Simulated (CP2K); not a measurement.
# CH4BF2N (SMILES BC(N)(F)F): GFN0-xTB

What is the energy difference between two shapes of CH4BF2N at GFN0-xTB? 

The results are computed with CP2K 2026.2.

2 further runs of the same task are left out: 2 set aside as unsound or not needed.

## (1) The system as given

CH4BF2N has 9 atoms, charge 0, and is taken as a singlet. As SMILES, `BC(N)(F)F`. The coordinates come from a GFN2-xTB relaxation. This is one conformer, not always the lowest.

Bond lengths: B1–C2 1.604 Å, C2–N3 1.398 Å, C2–F4 1.366 Å, C2–F5 1.434 Å, B1–H6 1.162 Å, B1–H7 1.162 Å, N3–H8 1.008 Å, N3–H9 1.013 Å. Some angles: B1–C2–N3 116.8°, B1–C2–F4 114.4°, B1–C2–F5 103.5°, N3–C2–F4 107.7°, N3–C2–F5 111.6°, F4–C2–F5 101.7°, C2–B1–H6 117.7°, C2–B1–H7 118.9°, C2–N3–H8 113.4°, C2–N3–H9 112.9°.

## (2) The energy at GFN0-xTB

File run.inp:

```
&GLOBAL
 PROJECT_NAME run
 RUN_TYPE ENERGY
 PRINT_LEVEL MEDIUM
&END GLOBAL

&FORCE_EVAL
 METHOD QS
 &DFT
  &QS
   METHOD XTB
   EPS_DEFAULT 1.0E-10
   &XTB
    GFN_TYPE 0
    CHECK_ATOMIC_CHARGES F
   &END XTB
  &END QS
  &POISSON
   PERIODIC NONE
   POISSON_SOLVER ANALYTIC
  &END POISSON
  &SCF
   SCF_GUESS ATOMIC
   EPS_SCF 1.0E-07
   MAX_SCF 150
   ADDED_MOS 8
   &DIAGONALIZATION
    ALGORITHM STANDARD
   &END DIAGONALIZATION
   &MIXING
    METHOD DIRECT_P_MIXING
    ALPHA 0.4
   &END MIXING
  &END SCF
  &PRINT
   &MOMENTS
    PERIODIC F
    REFERENCE COM
    MAX_MOMENT 1
   &END MOMENTS
   &MO ON
    ENERGIES T
    OCCUPATION_NUMBERS T
    NDIGITS 6
    &EACH
     QS_SCF 0
    &END EACH
    ADD_LAST NUMERIC
   &END MO
   &HIRSHFELD OFF
   &END HIRSHFELD
  &END PRINT
 &END DFT
 &SUBSYS
  &CELL
   ABC 12.7 13.3 13.4
   PERIODIC NONE
  &END CELL
  &COORD
   B      5.577720     7.679960     6.112710
   C      6.554140     6.522700     6.640930
   N      6.059080     5.694110     7.652740
   F      7.062380     5.721530     5.658790
   F      7.721670     7.237060     7.067230
   H      4.978330     8.284880     6.903940
   H      5.561020     7.926030     4.977470
   H      5.651780     6.201510     8.422530
   H      6.738550     5.015120     7.974520
  &END COORD
 &END SUBSYS
&END FORCE_EVAL
```

Launch:

```bash
OMP_NUM_THREADS=1 cp2k.psmp -i run.inp -o run.out
```

Log, cut to the lines that bear on the results:

```text
CP2K| version string:                                       CP2K version 2026.2
[...]
 GLOBAL| Method name                                                        CP2K
[...]
 GLOBAL| Run type                                                         ENERGY
[...]
                             - Atoms:                                          9
[...]
                             - Spherical basis functions:                     28
[...]
 Number of electrons:                                                         30
[...]
 TB_DIPOLE| Moment [Debye]         -2.86342226       0.60778506       0.64247677
 TB_DIPOLE| Derivative [a.u.]       0.00000000       0.00000000       0.00000000
[...]
 ENERGY| Total FORCE_EVAL ( QS ) energy [hartree]            -16.310545702808376
[...]
```

Run time: 0.22 s. Hardware: 1 thread of Arm Neoverse V2, shared host.

## (3) The distorted shape, same level

File job.inp:

```
&FORCE_EVAL
  METHOD QS
  &DFT
    &QS
      METHOD XTB
      EPS_DEFAULT 1.0E-10
      &XTB
        GFN_TYPE 0
        CHECK_ATOMIC_CHARGES F
      &END XTB
    &END QS
    &POISSON
      PERIODIC NONE
      POISSON_SOLVER ANALYTIC
    &END POISSON
    &SCF
      SCF_GUESS ATOMIC
      EPS_SCF 1.0E-07
      MAX_SCF 150
      ADDED_MOS 8
      &DIAGONALIZATION
        ALGORITHM STANDARD
      &END DIAGONALIZATION
      &MIXING
        METHOD DIRECT_P_MIXING
        ALPHA 0.4
      &END MIXING
    &END SCF
    &PRINT
      &MOMENTS
        PERIODIC F
        REFERENCE COM
        MAX_MOMENT 1
      &END MOMENTS
      &MO ON
        ENERGIES T
        OCCUPATION_NUMBERS T
        NDIGITS 6
        &EACH
          QS_SCF 0
        &END EACH
        ADD_LAST NUMERIC
      &END MO
      &HIRSHFELD OFF
      &END HIRSHFELD
    &END PRINT
  &END DFT
  &SUBSYS
    &CELL
      ABC 12.8 13.2 13.4
      PERIODIC NONE
    &END CELL
    &COORD
      B      5.602728     7.655084     6.141678
      C      6.581852     6.463391     6.644396
      N      6.127881     5.636868     7.665040
      F      7.127948     5.684659     5.650040
      F      7.802150     7.186769     7.068370
      H      4.997850     8.214692     6.851028
      H      5.634432     7.907843     4.997292
      H      5.716133     6.158200     8.402708
      H      6.824844     4.985308     7.971664
    &END COORD
  &END SUBSYS
&END FORCE_EVAL

&GLOBAL
  PROJECT_NAME job
  RUN_TYPE ENERGY
  PRINT_LEVEL MEDIUM
&END GLOBAL
```

Launch:

```bash
OMP_NUM_THREADS=1 cp2k.psmp -i job.inp -o job.out
```

Log, cut to the lines that bear on the results:

```text
CP2K| version string:                                       CP2K version 2026.2
[...]
 GLOBAL| Method name                                                        CP2K
[...]
 GLOBAL| Run type                                                         ENERGY
[...]
                             - Atoms:                                          9
[...]
                             - Spherical basis functions:                     28
[...]
 Number of electrons:                                                         30
[...]
 TB_DIPOLE| Moment [Debye]         -3.53686142       0.59155348       0.94340199
 TB_DIPOLE| Derivative [a.u.]       0.00000000       0.00000000       0.00000000
[...]
 ENERGY| Total FORCE_EVAL ( QS ) energy [hartree]            -16.301268468673484
[...]
```

It took 0.22 s on 1 thread of Arm Neoverse V2, shared host.

## (4) Outcome

Level: GFN0-xTB.

| quantity | value |
| --- | --- |
| first shape: total energy | -16.31055 Eh |
| first shape: dipole moment (from atomic charges alone) | 3.00 D |
| first shape: HOMO energy | -11.29 eV |
| first shape: LUMO energy | -7.15 eV |
| first shape: HOMO–LUMO gap | 4.14 eV |
| first shape: dispersion energy | -4.74 kJ/mol |
| distorted shape: total energy | -16.30127 Eh |
| distorted shape: dipole moment (from atomic charges alone) | 3.71 D |
| distorted shape: HOMO energy | -11.36 eV |
| distorted shape: LUMO energy | -7.22 eV |
| distorted shape: HOMO–LUMO gap | 4.14 eV |
| distorted shape: dispersion energy | -4.74 kJ/mol |
| energy change with the atoms displaced | 0.252 eV |

**Reading.** With the atoms displaced the energy rises by 0.25 eV (5.8 kcal/mol). The first shape isn't relaxed at this level, so the change isn't measured from a minimum. The dipole (first shape) comes from point charges on the atoms alone, without atomic dipoles, so it is partial. The dipole (distorted shape) comes from point charges on the atoms alone, without atomic dipoles, so it is partial.
